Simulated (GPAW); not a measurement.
# CoO (Fm-3m) in GPAW: convergence with smearing function

Aim: find how far smearing function must go before the results for CoO settle, at PBE. This setting moves, with any that are tied to it; all else stays.

Program: GPAW 26.7.0. These are calculated values, not measurements. Logs are shortened: lines on timing, memory, paths and dates and some standing lists are left out, and cuts for length are marked. The log counts tension as positive stress, the text compression.

## 1. The structure

Symmetry: Fm-3m, No. 225, cubic system. Conventional cell: a = 4.263 Å, b = 4.263 Å, c = 4.263 Å, α = 90.00°, β = 90.00°, γ = 90.00°. Co (site symmetry m-3m) is surrounded by 6 O at 2.13 Å. O (site symmetry m-3m) is surrounded by 6 Co at 2.13 Å.

## 2. With smearing function fermi-dirac

run.py

```python
from ase.dft.bandgap import bandgap
from ase.io import read, write
from ase.units import GPa
from gpaw import GPAW, PW

atoms = read('CoO.xyz')
atoms.set_initial_magnetic_moments([2.0, 0.0])

calc = GPAW(mode=PW(800),
            xc='PBE',
            kpts={'size': (8, 8, 8), 'gamma': True},
            occupations={'name': 'fermi-dirac', 'width': 0.1},
            nbands=17,
            convergence={'density': 1e-05, 'energy': 1e-05},
            maxiter=100,
            txt='gpaw.txt')
atoms.calc = calc
energy = atoms.get_potential_energy()
forces = atoms.get_forces()
stress = atoms.get_stress()
calc.write('gs.gpw')
write('result.traj', atoms)
print(f'Energy: {energy:.6f} eV')
print('Forces (eV/A):')
print(forces.round(4))
print('Stress (GPa):', (stress / GPa).round(3))
print('Moments:', calc.get_magnetic_moments().round(3))
print('Fermi level:', round(calc.get_fermi_level(), 4), 'eV')
print(f'Gap: {bandgap(calc)[0]:.4f} eV, direct: {bandgap(calc, direct=True)[0]:.4f} eV')
```

CoO.xyz

```xyz
2
Lattice="0.0000000000 2.1315016600 2.1315016600 2.1315016600 0.0000000000 2.1315016600 2.1315016600 2.1315016600 0.0000000000" Properties=species:S:1:pos:R:3 pbc="T T T"
Co     0.0000000000      0.0000000000      0.0000000000
O      2.1315016600      2.1315016600      2.1315016600
```

Potentials or basis: GPAW PAW data sets (gpaw-data 1.2.1), pw.

On the command line:

```
$ OMP_NUM_THREADS=1 python run.py
```

gpaw.txt:

```text
__  _  _
 | _ |_)|_||  |
 |__||  | ||/\| - 26.7.0

Input parameters:
  mode=PW(ecut=800.0),
  convergence={'density': 1e-05, 'energy': 1e-05},
  kpts=MonkhorstPack(size=(8, 8, 8), gamma=True),
  maxiter=100,
  nbands=17,
  occupations=Occupations(name='fermi-dirac', width=0.1),
  xc=XC(name='PBE')

Diagonalizing LCAO Hamiltonian
Converting LCAO to pw mode

              O

       Co

Atoms  # Å, Bohr magnetons
|   | symbol |        x |        y |        z |    initial magnetic moments |
|---|--------|----------|----------|----------|-----------------------------|
| 0 |     Co | 0.000000 | 0.000000 | 0.000000 | ( 0.0000,  0.0000,  2.0000) |
| 1 |      O | 2.131502 | 2.131502 | 2.131502 | ( 0.0000,  0.0000,  0.0000) |

Unit cell  # Å
| periodic |        x |        y |        z |  lengths |    angles |
|----------|----------|----------|----------|----------|-----------|
|      yes | 0.000000 | 2.131502 | 2.131502 | 3.014399 | 60.000000 |
|      yes | 2.131502 | 0.000000 | 2.131502 | 3.014399 | 60.000000 |
|      yes | 2.131502 | 2.131502 | 0.000000 | 3.014399 | 60.000000 |

Number of symmetries: 48
Symmetry operations  # r_c * U_cc + t_c -> r_c
|    | kind |            matrix            |
|----|------|------------------------------|
|  0 |  σ   |  1, 0, 0,  1, 0,-1,  1,-1, 0 |
|  1 |  C2  |  1, 0, 0,  1,-1, 0,  1, 0,-1 |
|  2 |  E   |  1, 0, 0,  0, 1, 0,  0, 0, 1 |
|  3 |  σ   |  1, 0, 0,  0, 0, 1,  0, 1, 0 |
|  4 |  C4  |  1, 0,-1,  1, 0, 0,  1,-1, 0 |
|  5 |  S6  |  1, 0,-1,  1,-1, 0,  1, 0, 0 |
|  6 |  σ   |  1, 0,-1,  0, 1,-1,  0, 0,-1 |
|  7 |  C3  |  1, 0,-1,  0, 0,-1,  0, 1,-1 |
|  8 |  S6  |  1,-1, 0,  1, 0, 0,  1, 0,-1 |
|  9 |  C4  |  1,-1, 0,  1, 0,-1,  1, 0, 0 |
| 10 |  C3  |  1,-1, 0,  0,-1, 1,  0,-1, 0 |
| 11 |  σ   |  1,-1, 0,  0,-1, 0,  0,-1, 1 |
| 12 |  σ   |  0, 1, 0,  1, 0, 0,  0, 0, 1 |
| 13 |  C4  |  0, 1, 0,  0, 1,-1, -1, 1, 0 |
| 14 |  C3  |  0, 1, 0,  0, 0, 1,  1, 0, 0 |
| 15 |  S6  |  0, 1, 0, -1, 1, 0,  0, 1,-1 |
[... 164 lines left out ...]
SCF iterations
|iter     | |      energy | eigst |  dens |  magmom |
|---------|-|-------------|-------|-------|---------|
|iter:   1| |  -14.741980 | -0.06 |       |  +2.0015|
|iter:   2| |  -14.578707 | -2.09 | -0.83 |  +2.0386|
|iter:   3| |  -14.329596 | -1.95 | -0.88 |  +2.2477|
|iter:   4| |  -14.407563 | -2.61 | -1.28 |  +2.4115|
|iter:   5| |  -14.469467 | -2.41 | -1.52 |  +2.7372|
|iter:   6| |  -14.475232 | -3.97 | -2.05 |  +2.8149|
|iter:   7| |  -14.473243 | -3.90 | -2.05 |  +2.8334|
|iter:   8| |  -14.473935 | -4.93 | -2.63 |  +2.8745|
|iter:   9| |  -14.473941 | -5.93 | -3.21 |  +2.8703|
|iter:  10| |  -14.473983c| -6.52 | -3.70 |  +2.8731|
|iter:  11| |  -14.473980c| -8.22c| -4.42 |  +2.8727|
|iter:  12| |  -14.473981c| -7.95c| -4.84 |  +2.8727|
|iter:  13| |  -14.473980c| -8.91c| -5.71c|  +2.8727|

Converged in 13 steps
Energy contributions relative to reference atoms: (reference = -39943.562207)

Energy contributions:
  Kinetic:          27.338611
  Coulomb:         -24.001096
  Zero:              0.104914
  External:          0.000000
  Xc:              -17.859150
  Entropy:          -0.114519
  Spinorbit:         0.000000
  ----------------------------
  Free energy:     -14.531240
  Extrapolated:    -14.473980

dipole moment: (-11.344381, -11.344381, -11.344381)  # |e|*Ang

Total magnetic moment: (0.000000, 0.000000, 2.872713)

Local magnetic moments
|        x |        y |        z |
|----------|----------|----------|
| 0.000000 | 0.000000 | 2.487948 |  # Co   0
| 0.000000 | 0.000000 | 0.219917 |  # O    1

Fermi level: 8.754
Eigenvalues  # (at kpt = [0.000, 0.000, 0.000])
| band index |      eig [eV] | occ [0-1] |      eig [eV] | occ [0-1] |
|------------|---------------|-----------|---------------|-----------|
|          0 |       -11.522 |     1.000 |       -11.055 |     1.000 |
|          1 |         5.504 |     1.000 |         6.052 |     1.000 |
|          2 |         5.504 |     1.000 |         6.052 |     1.000 |
|          3 |         5.534 |     1.000 |         6.052 |     1.000 |
|          4 |         5.534 |     1.000 |         7.646 |     1.000 |
|          5 |         5.534 |     1.000 |         7.646 |     1.000 |
[... 9 lines left out ...]
|         15 |        29.977 |     0.000 |        30.967 |     0.000 |
|         16 |        29.977 |     0.000 |        30.967 |     0.000 |

No gap
No difference between direct/indirect transitions

Forces  # eV/Ang
|        x |        y |        z |
|----------|----------|----------|
| -0.00000 | -0.00000 | -0.00000 |  # Co   0
|  0.00000 | -0.00000 | -0.00000 |  # O    1

Stress tensor  # eV/Ang^3
|         x |         y |        z |
|-----------|-----------|----------|
|  0.008813 | -0.000000 | 0.000000 |
| -0.000000 |  0.008813 | 0.000000 |
|  0.000000 |  0.000000 | 0.008813 |

# Writing to gs.gpw (mode='')
```

Run time: 17 s. Hardware: 1 thread of Arm Neoverse V2, shared host; peak memory 0.16 GiB.

Results:

```
Free energy            : -14.5312 eV
Pressure               : -1.4 GPa
Band gap on the k mesh : none (metal or under the smearing width)
Net moment             : 2.87 μB per cell
Site moments           : Co +2.49; O +0.22 μB
```

## 3. With smearing function gaussian

Edit run.py of step 2 so:

```diff
@@ -11,3 +11,3 @@
             kpts={'size': (8, 8, 8), 'gamma': True},
-            occupations={'name': 'fermi-dirac', 'width': 0.1},
+            occupations={'name': 'methfessel-paxton', 'order': 0, 'width': 0.1},
             nbands=17,
```

CoO.xyz is that of step 2.

Potentials or basis: GPAW PAW data sets (gpaw-data 1.2.1), pw.

On the command line:

```
$ OMP_NUM_THREADS=1 python run.py
```

It took 16 s on 1 thread of Arm Neoverse V2, shared host; peak memory 0.16 GiB.

Results (log left out):

| Quantity | Value |
| --- | --- |
| Free energy | -14.4773 eV |
| Pressure | -1.7 GPa |
| Band gap on the k mesh | none (metal or under the smearing width) |
| Net moment | 2.91 μB per cell |
| Site moments | Co +2.51; O +0.23 μB |

## 4. With smearing function marzari-vanderbilt

Edit run.py of step 3 so:

```diff
@@ -11,3 +11,3 @@
             kpts={'size': (8, 8, 8), 'gamma': True},
-            occupations={'name': 'methfessel-paxton', 'order': 0, 'width': 0.1},
+            occupations={'name': 'marzari-vanderbilt', 'width': 0.1},
             nbands=17,
```

CoO.xyz is that of step 3.

On the command line:

```
$ OMP_NUM_THREADS=1 python run.py
```

It took 16 s on 1 thread of Arm Neoverse V2, shared host; peak memory 0.16 GiB.

Results (log left out):

```yaml
Free_energy: -14.4671 eV
Pressure: -1.8 GPa
Band_gap_on_the_k_mesh: none (metal or under the smearing width)
Net_moment: 2.90 μB per cell
Site_moments: Co +2.51; O +0.23 μB
```

## 5. With smearing function methfessel-paxton

Edit run.py of step 4 so:

```diff
@@ -11,3 +11,3 @@
             kpts={'size': (8, 8, 8), 'gamma': True},
-            occupations={'name': 'marzari-vanderbilt', 'width': 0.1},
+            occupations={'name': 'methfessel-paxton', 'width': 0.1, 'order': 1},
             nbands=17,
```

CoO.xyz is that of step 4.

On the command line:

```
$ OMP_NUM_THREADS=1 python run.py
```

It took 16 s on 1 thread of Arm Neoverse V2, shared host; peak memory 0.16 GiB.

The run converged. Its results:

```yaml
Free_energy: -14.4662 eV
Pressure: -1.8 GPa
Band_gap_on_the_k_mesh: none (metal or under the smearing width)
Net_moment: 2.91 μB per cell
Site_moments: Co +2.52; O +0.23 μB
```

## 6. With smearing function tetrahedron-method

Edit run.py of step 5 so:

```diff
@@ -11,3 +11,3 @@
             kpts={'size': (8, 8, 8), 'gamma': True},
-            occupations={'name': 'methfessel-paxton', 'width': 0.1, 'order': 1},
+            occupations={'name': 'tetrahedron-method'},
             nbands=17,
```

CoO.xyz is that of step 5.

Potentials or basis: GPAW PAW data sets (gpaw-data 1.2.1), pw.

On the command line:

```
$ OMP_NUM_THREADS=1 python run.py
```

It took 17 s on 1 thread of Arm Neoverse V2, shared host; peak memory 0.16 GiB.

The run converged. Its results:

```yaml
Free_energy: -14.4570 eV
Pressure: -0.8 GPa
Band_gap_on_the_k_mesh: none (metal or under the smearing width)
Net_moment: 3.00 μB per cell
Site_moments: Co +2.57; O +0.25 μB
```

## 7. With smearing function improved-tetrahedron-method

Edit run.py of step 6 so:

```diff
@@ -11,3 +11,3 @@
             kpts={'size': (8, 8, 8), 'gamma': True},
-            occupations={'name': 'tetrahedron-method'},
+            occupations={'name': 'improved-tetrahedron-method'},
             nbands=17,
```

CoO.xyz is that of step 6.

On the command line:

```
$ OMP_NUM_THREADS=1 python run.py
```

Wall time 17 s (1 thread of Arm Neoverse V2, shared host); peak memory 0.16 GiB.

It converged, with:

* Free energy: -14.4671 eV
* Pressure: -0.9 GPa
* Band gap on the k mesh: none (metal or under the smearing width)
* Net moment: 3.00 μB per cell
* Site moments: Co +2.57; O +0.25 μB

## 8. With smearing function fixed

Edit run.py of step 7 so:

```diff
@@ -11,3 +11,3 @@
             kpts={'size': (8, 8, 8), 'gamma': True},
-            occupations={'name': 'improved-tetrahedron-method'},
+            occupations={'width': 0.0},
             nbands=17,
```

CoO.xyz is that of step 7.

On the command line:

```
$ OMP_NUM_THREADS=1 python run.py
```

It took 16 s on 1 thread of Arm Neoverse V2, shared host; peak memory 0.16 GiB.

It converged, with:

```
Free energy            : -14.4669 eV
Pressure               : -2.1 GPa
Band gap on the k mesh : none (metal or under the smearing width)
Net moment             : 2.87 μB per cell
Site moments           : Co +2.49; O +0.22 μB
```

## 9. Summary

```
          smearing function  energy less the tightest run, at zero smearing (meV/atom)  pressure (GPa)  largest site moment (μB)  SCF cycles  CPU time (s)  peak memory (GiB)
                fermi-dirac                                                      -3.55           -1.41                      2.49          13            17               0.16
                   gaussian                                                       0.31           -1.65                      2.51          12            16               0.16
         marzari-vanderbilt                                                      -0.11           -1.85                      2.51          12            16               0.16
          methfessel-paxton                                                       0.22           -1.79                      2.52          12            16               0.16
         tetrahedron-method                                                       4.92           -0.79                      2.57          13            17               0.16
improved-tetrahedron-method                                                      -0.09           -0.94                      2.57          13            17               0.16
                      fixed                                                       0.00           -2.11                      2.49          12            16               0.16
```

Against the tightest run, the energy stays within 1 meV/atom from improved-tetrahedron-method on. Not settled before the last step: the pressure (to 0.1 GPa), the largest site moment (to 0.02 μB). Narrower smearing needs a denser k mesh, so at a fixed mesh the narrowest width isn't the most accurate. The tightest run that finished is the yardstick and may itself not be fully converged.

Caveats: a cell with one magnetic atom can't hold antiferromagnetic order, which such compounds often take; semilocal functionals often make such compounds metallic where correlation or magnetic order opens a gap, which also shifts bond lengths.
